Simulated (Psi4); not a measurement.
# UMP3/def2-SVPD (core potential) run of doublet [SnH4]+

We compute the energy of doublet [SnH4]+. Input form: a Python script.

The calculation is run with Psi4 1.11.

3 further runs of the same task are left out: 2 that didn't finish, 1 set aside as unsound or not needed.

## (1) The molecule

[SnH4]+ has 5 atoms, charge +1, and is taken as a doublet. SMILES of the parent species: `[SnH4]`. The shape is that of a PBE0-D4/def2-TZVP optimisation. That shape belongs to the parent species and isn't relaxed for this state.

Bond lengths: Sn1–H2 1.704 Å, Sn1–H3 1.704 Å, Sn1–H4 1.704 Å, Sn1–H5 1.704 Å. Angles: H2–Sn1–H3 109.5°, H2–Sn1–H4 109.5°, H2–Sn1–H5 109.5°, H3–Sn1–H4 109.5°, H3–Sn1–H5 109.5°, H4–Sn1–H5 109.5°.

## (2) A single-point energy at UMP3/def2-SVPD (core potential)

calc.py reads:

```python
import psi4

psi4.set_memory('2200 MB')
psi4.set_num_threads(1)
psi4.set_output_file('run.log', False)

mol = psi4.geometry("""
1 2
Sn     0.000030     0.000010     0.000040
H      0.823920    -0.853480     1.222940
H     -1.563610     0.403420     0.543140
H     -0.116810    -0.974610    -1.392490
H      0.856470     1.424640    -0.373640
symmetry c1
""")

options = {'basis': 'def2-SVPD', 'reference': 'uhf', 'puream': True, 'e_convergence': 1e-09, 'd_convergence': 1e-08, 'scf_type': 'pk', 'num_frozen_docc': 4, 'maxiter': 100, 'mp_type': 'conv'}
psi4.set_options(options)

result, w = psi4.energy('mp3', return_wfn=True)
print(f'mp3 energy: {result:.10f} Eh')
for k, v in sorted(psi4.core.scalar_variables().items()):
    print(f'{k:45s} {v:18.10f}')
```

Launch:

```
python calc.py
```

What values should one expect? Wanted: total energy; HOMO energy; LUMO energy; correlation energy; ⟨S²⟩ of the reference determinant.

Computed results:

Level: UMP3/def2-SVPD (core potential), 4 core orbitals frozen.

| quantity | value |
| --- | --- |
| total energy | -215.36678 Eh |
| HOMO energy (Hartree–Fock orbitals) (highest over α and β) | -18.06 eV |
| LUMO energy (Hartree–Fock orbitals) (lowest over α and β) | -9.92 eV |
| correlation energy (4 core orbitals frozen) | -135.9 mEh |
| ⟨S²⟩ of the reference determinant | 0.763 |
